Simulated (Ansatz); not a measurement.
Working through relaxations under a series of pressures of VH₂, space group Fm-3m

Computed with the Python package of Ansatz (0.2.0).

Input file `vh2.cif`:
```cif
data_VH2
_cell_length_a 3.020053
_cell_length_b 3.020053
_cell_length_c 3.020053
_cell_angle_alpha 60.00000
_cell_angle_beta 60.00000
_cell_angle_gamma 60.00000
_symmetry_space_group_name_H-M 'P 1'
_symmetry_Int_Tables_number 1
loop_
_symmetry_equiv_pos_as_xyz
'x, y, z'
loop_
_atom_site_label
_atom_site_type_symbol
_atom_site_fract_x
_atom_site_fract_y
_atom_site_fract_z
V1 V    0.000000    0.000000    0.000000
H2 H    0.250000    0.250000    0.250000
H3 H    0.750000    0.750000    0.750000
```

Notebook, run cell by cell (the value of a cell's last expression is shown):

In [1]:
```python
import ansatz
from ase.io import read
import numpy as np
import pandas as pd
```

In [2]:
```python
def edges_and_angles(cell):
    cell = np.asarray(cell)
    a, b, c = np.linalg.norm(cell, axis=1)
    cosines = cell[1] @ cell[2] / (b * c), cell[0] @ cell[2] / (a * c), cell[0] @ cell[1] / (a * b)
    return (a, b, c, *np.degrees(np.arccos(cosines)))
```

In [3]:
```python
atoms = read('vh2.cif')
structure = ansatz.Crystal.from_ase(atoms).moments(V=2.0)
```

In [4]:
```python
setup = (
    structure.calculation()
    .functional('pbesol')
    .pseudopotentials('paw')
    .basis(35 * ansatz.Ry)
    .kpoints(mesh=(11, 11, 11))
    .occupations(ansatz.OccupationsMethod.FERMI_DIRAC)
    .spin(ansatz.SpinTreatment.COLLINEAR)
)
```

In [5]:
```python
rows = []
for pressure in [-2, 0, 2, 5, 10]:
    outcome = setup.relax(cell=True, pressure=pressure, max_steps=60).run(threads=1)
    cell = outcome.lattice.cell_ang
    n_atoms = len(outcome.lattice.sites)
    volume = abs(np.linalg.det(cell)) / n_atoms
    enthalpy = outcome.report['free_energy_ev'] / n_atoms + pressure * volume / 160.21766
    rows.append((pressure, volume, enthalpy, *edges_and_angles(cell)))
    print(f'{pressure} GPa done: {volume:.4f} A^3/atom')

table = pd.DataFrame(rows, columns=['P_GPa', 'V_A3_atom', 'H_eV_atom', 'a', 'b', 'c', 'alpha', 'beta', 'gamma'])
print(table.round(4).to_string(index=False))
p, v = np.array([row[0] for row in rows], float), np.array([row[1] for row in rows])
print('mean bulk modulus between rows (GPa):', np.round(-np.diff(p) / np.diff(np.log(v)), 1))
```
```text
RunWarning: the starting moments were not kept: the SCF closed with an absolute magnetisation of 6.6e-7 μB, where they sum to 2 μB in size (1 site). That is at most 0.1 of that sum. Measured as dr2_m measures the in/out step, that magnetisation stands 2.8e-13 eV from none, at or under the dr2_threshold of 1.0e-7 eV: it is no larger than a step whose dr2_m would equal this threshold. The system [...]
-2 GPa done: 6.0898 A^3/atom
0 GPa done: 6.0245 A^3/atom
2 GPa done: 5.9626 A^3/atom
5 GPa done: 5.8738 A^3/atom
10 GPa done: 5.7407 A^3/atom
 P_GPa  V_A3_atom  H_eV_atom      a      b      c  alpha  beta  gamma
    -2     6.0898  -972.5657 2.9563 2.9563 2.9563   60.0  60.0   60.0
     0     6.0245  -972.4901 2.9457 2.9457 2.9457   60.0  60.0   60.0
     2     5.9626  -972.4153 2.9356 2.9356 2.9356   60.0  60.0   60.0
     5     5.8738  -972.3045 2.9209 2.9209 2.9209   60.0  60.0   60.0
    10     5.7407  -972.1233 2.8987 2.8987 2.8987   60.0  60.0   60.0
mean bulk modulus between rows (GPa): [185.4 193.5 199.9 218.3]
```

The volume falls from 6.09 Å³ an atom at -2 GPa to 5.74 at 10 GPa, by 5.7 %. Between -2 and 0 GPa, -V dP/dV is about 185 GPa, a mean over that step.

Caveats:
- Total energies depend on the potentials; only differences at equal settings carry meaning.
- The SCF didn't keep the moments it started from (some shrank, vanished or turned); what is printed is the state reached.
- At a fixed pressure a relaxation lowers the enthalpy F + PV, while F alone can rise.
- For a metal this k-point mesh is coarse: on a finer one energies can move by several to tens of meV an atom and pressures by half a GPa or more, differences at one mesh by less.
- Edges and angles are those of the cell as typed, here a primitive one, not of the conventional cell.
- The structure is a deposited one; some such entries were measured under pressure or heat, so a shift against it needn't be the functional's error alone.
- Warnings are shown shortened and without file and line.
- Symmetry holds the cell in this phase, whether or not it is the stable one at each pressure.
- It ran for 81 s on 1 thread of Arm Neoverse V1 (shared host), peak memory 0.48 GiB.
